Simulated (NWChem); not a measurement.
# C2H6GeO2 (SMILES CC(=O)[O][GeH3]) at 3 levels

Wanted: a comparison of 3 runs (HF/STO-3G, HF/3-21G, B3LYP/6-31G*) of C2H6GeO2. 

Program for the calculation: NWChem 7.3.0.

### Step 1. The system as given

The species is C2H6GeO2 (11 atoms), meant as a singlet with charge 0. As SMILES, `CC(=O)[O][GeH3]`. The shape is that of a PBE0-D4/def2-TZVP optimisation. This is one conformer, not always the lowest.

Bond lengths: C1–C2 1.497 Å, C2–O3 1.209 Å, C2–O4 1.328 Å, O4–Ge5 1.834 Å, C1–H6 1.087 Å, C1–H7 1.092 Å, C1–H8 1.092 Å, Ge5–H9 1.529 Å, Ge5–H10 1.534 Å, Ge5–H11 1.529 Å. Some angles: C1–C2–O3 124.8°, C1–C2–O4 113.2°, O3–C2–O4 122.1°, C2–O4–Ge5 112.9°, C2–C1–H6 110.0°, C2–C1–H7 109.6°, C2–C1–H8 109.6°, O4–Ge5–H9 109.1°, O4–Ge5–H10 100.1°, O4–Ge5–H11 109.1°.

### Step 2. Energy and gradient at HF/STO-3G (run 1)

run.nw reads:

```
start run
title "C2H6GeO2 hf"
memory stack 880 mb heap 220 mb global 1100 mb
geometry units angstrom noautosym nocenter noautoz
 C    -0.090500   -1.581400    1.218900
 C    -0.290500   -0.567800    0.135400
 O    -1.119200   -0.650000   -0.741100
 O     0.544500    0.461500    0.221700
 Ge    0.290200    1.698200   -1.108100
 H    -0.791500   -2.402600    1.093700
 H     0.935500   -1.952900    1.189100
 H    -0.234400   -1.109000    2.192400
 H    -1.116600    2.283800   -0.984700
 H     1.370900    2.720600   -0.735600
 H     0.566700    1.042700   -2.461200
end
basis spherical bse
 * library STO-3G
end
scf
 thresh 1e-08
 maxiter 80
end
task scf gradient
```

On the command line:

```bash
nwchem run.nw > run.out
```

Log:

```text
[...]
  functions       =    44
[...]
  wavefunction    = RHF
[...]
         Total SCF energy =  -2277.766840951947
      One-electron energy =  -3905.632969105022
      Two-electron energy =   1269.475937228322
 Nuclear repulsion energy =    358.390190924754
        Time for solution =      3.8s
[...]
                         RHF ENERGY GRADIENTS
    atom               coordinates                        gradient
                 x          y          z           x          y          z
   1 C      -0.171020  -2.988413   2.303387   -0.010105   0.019997  -0.028695
   2 C      -0.548965  -1.072986   0.255869    0.011106   0.014275   0.000765
   3 O      -2.114981  -1.228322  -1.400476    0.023044  -0.001454   0.027553
   4 O       1.028956   0.872109   0.418952   -0.022823  -0.057822   0.022595
   5 Ge      0.548398   3.209133  -2.094005   -0.006142   0.002197  -0.008872
   6 H      -1.495718  -4.540256   2.066793   -0.002443  -0.000752  -0.002117
   7 H       1.767839  -3.690446   2.247073    0.005316   0.001183   0.000234
   8 H      -0.442952  -2.095706   4.143035    0.001462   0.003909   0.003369
   9 H      -2.110068   4.315756  -1.860813   -0.034544   0.013296   0.004657
  10 H       2.590625   5.141189  -1.390082    0.027798   0.022736   0.012570
  11 H       1.070908   1.970417  -4.650994    0.007330  -0.017565  -0.032059
[...]
```

Wall time 5.4 s (1 thread of Intel Xeon 6975P-C (Granite Rapids), shared host); peak memory 0.1 GiB.

### Step 3. Energy and gradient at HF/3-21G (run 2)

nw.nw reads:

```
start nw
title "C2H6GeO2 gradient"
memory stack 880 mb heap 220 mb global 1100 mb
charge 0

geometry noautosym nocenter noautoz
  C    -0.090500   -1.581400    1.218900
  C    -0.290500   -0.567800    0.135400
  O    -1.119200   -0.650000   -0.741100
  O     0.544500    0.461500    0.221700
  Ge    0.290200    1.698200   -1.108100
  H    -0.791500   -2.402600    1.093700
  H     0.935500   -1.952900    1.189100
  H    -0.234400   -1.109000    2.192400
  H    -1.116600    2.283800   -0.984700
  H     1.370900    2.720600   -0.735600
  H     0.566700    1.042700   -2.461200
end

basis spherical bse
  * library 3-21G
end

scf
  singlet
  rhf
  thresh 1e-08
  maxiter 80
end

task scf gradient
```

On the command line:

```bash
nwchem nw.nw > nw.out
```

Log:

```text
[...]
  functions       =    70
[...]
  wavefunction    = RHF
[...]
         Total SCF energy =  -2293.059952533744
      One-electron energy =  -3908.194014629683
      Two-electron energy =   1256.743871171185
 Nuclear repulsion energy =    358.390190924754
        Time for solution =      4.6s
[...]
                         RHF ENERGY GRADIENTS
    atom               coordinates                        gradient
                 x          y          z           x          y          z
   1 C      -0.171020  -2.988413   2.303387   -0.001482   0.006277  -0.006940
   2 C      -0.548965  -1.072986   0.255869    0.001162   0.020127  -0.015476
   3 O      -2.114981  -1.228322  -1.400476    0.002283  -0.004655   0.006519
   4 O       1.028956   0.872109   0.418952    0.005293  -0.023504   0.025747
   5 Ge      0.548398   3.209133  -2.094005   -0.007706   0.009863  -0.017088
   6 H      -1.495718  -4.540256   2.066793   -0.004227  -0.005155  -0.000580
   7 H       1.767839  -3.690446   2.247073    0.005697  -0.002345   0.000488
   8 H      -0.442952  -2.095706   4.143035   -0.000505   0.002101   0.005619
   9 H      -2.110068   4.315756  -1.860813   -0.001840  -0.000316   0.000530
  10 H       2.590625   5.141189  -1.390082    0.001376  -0.000767   0.002205
  11 H       1.070908   1.970417  -4.650994   -0.000051  -0.001625  -0.001022
[...]
```

It took 6.6 s on 1 thread of Intel Xeon 6975P-C (Granite Rapids), shared host; peak memory 0.099 GiB.

### Step 4. Energy and gradient at B3LYP/6-31G(d) (Cartesian functions) (run 3)

c2h6geo2.xyz reads:

```xyz
11

C     -0.090500    -1.581400     1.218900
C     -0.290500    -0.567800     0.135400
O     -1.119200    -0.650000    -0.741100
O      0.544500     0.461500     0.221700
Ge     0.290200     1.698200    -1.108100
H     -0.791500    -2.402600     1.093700
H      0.935500    -1.952900     1.189100
H     -0.234400    -1.109000     2.192400
H     -1.116600     2.283800    -0.984700
H      1.370900     2.720600    -0.735600
H      0.566700     1.042700    -2.461200
```

c2h6geo2.nw reads:

```
start c2h6geo2
memory total 2200 mb

geometry units angstroms noautosym nocenter noautoz
load format xyz c2h6geo2.xyz
end

basis "ao basis" cartesian
* library 6-31G*
end

dft
xc b3lyp
grid fine
convergence energy 1e-08
maxiter 100
mulliken
end

task dft gradient
```

On the command line:

```bash
nwchem c2h6geo2.nw > c2h6geo2.out
```

Log:

```text
[...]
          Wavefunction type:  closed shell.
          No. of atoms     :    11
          No. of electrons :    66
[...]
          Charge           :     0
          Spin multiplicity:     1
[...]
          AO basis - number of functions:   107
[...]
              XC Information
              --------------
                         B3LYP Method XC Potential
                     Hartree-Fock (Exact) Exchange  0.200
                        Slater Exchange Functional  0.800 local
                    Becke 1988 Exchange Functional  0.720 non-local
              Lee-Yang-Parr Correlation Functional  0.810
                  VWN I RPA Correlation Functional  0.190 local
[...]
 d= 0,ls=0.0,diis     1  -2306.9174922167 -2.67D+03  1.70D-02  2.07D+00     3.2
[...]
 d= 0,ls=0.0,diis    11  -2307.0644945363 -4.87D-09  3.19D-07  3.55D-09    26.6
         Total DFT energy =    -2307.064494536344
      One electron energy =    -3920.561458311393
           Coulomb energy =     1364.449587861200
    Exchange-Corr. energy =     -109.342815010905
 Nuclear repulsion energy =      358.390190924754
[...]
  wavefunction    = closed shell
                         DFT ENERGY GRADIENTS
    atom               coordinates                        gradient
                 x          y          z           x          y          z
   1 C      -0.171020  -2.988413   2.303387   -0.001248   0.002767  -0.003713
   2 C      -0.548965  -1.072986   0.255869   -0.001683   0.003636  -0.004903
   3 O      -2.114981  -1.228322  -1.400476    0.012795   0.002524   0.012472
   4 O       1.028956   0.872109   0.418952   -0.010323  -0.004259  -0.008212
   5 Ge      0.548398   3.209133  -2.094005    0.000863  -0.004460   0.004705
   6 H      -1.495718  -4.540256   2.066793    0.001324   0.001870  -0.000016
   7 H       1.767839  -3.690446   2.247073   -0.001987   0.001389  -0.000459
   8 H      -0.442952  -2.095706   4.143035    0.000298  -0.000303  -0.002519
   9 H      -2.110068   4.315756  -1.860813    0.002313  -0.001648   0.000233
  10 H       2.590625   5.141189  -1.390082   -0.001788  -0.002003  -0.000360
  11 H       1.070908   1.970417  -4.650994   -0.000563   0.000486   0.002773
[...]
```

Wall time 35 s (1 thread of Intel Xeon 6975P-C (Granite Rapids), shared host); peak memory 0.12 GiB.

### Step 5. The series

```csv
run,level,Cartesian functions,iteration cap,energy (Eh),dipole moment (D),HOMO energy (eV),LUMO energy (eV),wall time
1,HF/STO-3G,no,80,-2277.766841,1.15,-8.68,8.91,5.4 s
2,HF/3-21G,no,80,-2293.059953,1.41,-11.94,3.75,6.6 s
3,B3LYP/6-31G* (Cartesian functions),yes,100,-2307.064495,1.39,-7.41,0.01,35 s
```

### Step 6. Summary of results

```
                       quantity           value
            run 3: total energy  -2307.06449 Eh
           run 3: dipole moment          1.39 D
             run 3: HOMO energy        -7.41 eV
             run 3: LUMO energy         0.01 eV
           run 3: HOMO–LUMO gap         7.42 eV
run 3: largest force on an atom      0.928 eV/Å
```

What this shows: The dipole moment (its size) runs from 1.15 D (HF/STO-3G) to 1.41 D (HF/3-21G). The HOMO–LUMO gap runs from 7.42 eV (B3LYP/6-31G*) to 17.60 eV (HF/STO-3G). The two ends differ in method and basis. In run 1 the basis is minimal, so the values are rough. All runs together took 47 s, the longest 35 s.
